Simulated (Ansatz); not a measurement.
# Au on Pt (111)

This session takes Pt and sets out to find where and how strongly Au adsorbs.

Method: DFT r2SCAN, scalar-relativistic, plane waves, PAW, in Ansatz 0.2.0.

2 further runs of the same task are left out: 2 set aside as unsound or not needed.

**1. The starting structure**

It takes space group P-3m1 (No. 164, trigonal). Conventional cell: a = 2.786 Å, b = 2.786 Å, c = 23.825 Å, α = 90.00°, β = 90.00°, γ = 120.00°. Pt (site symmetry 3m) has 9 Pt at 2.79 Å as nearest neighbours. Pt (site symmetry 3m) is surrounded by 12 Pt at 2.76 to 2.79 Å.

As a file:

```cif
data_structure
_symmetry_space_group_name_H-M 'P-3m1'
_symmetry_Int_Tables_number 164
_cell_length_a 2.7861
_cell_length_b 2.7861
_cell_length_c 23.8246
_cell_angle_alpha 90.000
_cell_angle_beta 90.000
_cell_angle_gamma 120.000
_cell_volume 160.16
loop_
_atom_site_label
_atom_site_type_symbol
_atom_site_symmetry_multiplicity
_atom_site_Wyckoff_symbol
_atom_site_fract_x
_atom_site_fract_y
_atom_site_fract_z
_atom_site_occupancy
Pt1 Pt 2 c 0.00000 0.00000 0.85714 1
Pt2 Pt 2 d 0.66667 0.33333 0.95263 1
```

Planes are indexed in the bulk's conventional cell (Fm-3m (No. 225)), a = 3.940 Å, b = 3.940 Å, c = 3.940 Å, α = 90.00°, β = 90.00°, γ = 90.00°.

This (111) slab, 6.8 Å thick as cut, with 17 Å of vacuum; its outer planes are Pt (top) and Pt (bottom), was relaxed beforehand with its lower half held: -50145.7788 eV, work function 5.78 eV.

**2. Start: Au, top (Pt)**

File input.yaml:

```yaml
crystal:
  lattice:
    - [2.7861346168, 0.0, 0.0]
    - [-1.3930673084, 2.4128633565, 0.0]
    - [0.0, 0.0, 25.8246081658]
  atoms:
    - { symbol: Pt, position: [0.6666666667, 0.3333333333, 0.3291434258] }
    - { symbol: Pt, position: [0.3333333333, 0.6666666667, 0.417232638] }
    - { symbol: Pt, position: [0.0, 0.0, 0.5042935079] }
    - { symbol: Pt, position: [0.6666666667, 0.3333333333, 0.5927277757] }
    - { symbol: Au, position: [0.6666666667, 0.3333333333, 0.698053672] }
basis:
  ecutwfc: 500
kpoints:
  mp_grid: { grid: [12, 12, 1] }
hamiltonian:
  xc: r2scan
scf:
  occupations: { method: gaussian, width: 0.1 }
output:
  forces: true
  eigenvalues: true
  write_density: true
  write_potential: true
  elf: true
  volumetric_format: npy
relax:
  adjacent_minimum: "off"
  f_tol: 0.03
  max_steps: 70
  constraints: [{ sites: [0, 1] }]
efield:
  axis: 3
  dipole_correction: true
```

On the command line:

```bash
$ ansatz run input.yaml --threads 2 --pin off --max-ram 5120MiB --backend cpu --events-out ev --progress --plain --runs-dir out
```

The session goes on with these runs: Au at the hollow (nearest Pt) site; start: Au, bridge (Pt-Pt); start: Au, hollow (nearest Pt).

Q: Predict the outcome of this session. Wanted: Au: lowest end.

As calculated:

| quantity | value |
| --- | --- |
| Au: lowest end | E_ads -3.66 eV, from the bridge (Pt-Pt) start, 3 bonded, 2.45 Å high |

**Reading.** The strongest binding of Au is 3.66 eV, a strong chemical bond when counted from the free atom, not from the element's molecule or solid; the ends span 0.16 eV. On the way to the lowest end the anchoring atom slid 0.8 Å from where it was put. It lowers the work function by 0.40 eV, as a dipole layer with its positive end outwards does. The slab runs have no spin polarisation, while the free adsorbate has its spin; a moment that survived on the surface would lower E_ads. A start on a symmetric site keeps its symmetry, so an end may be a saddle point and not a minimum. Spin-orbit coupling is left out for Au, Pt.
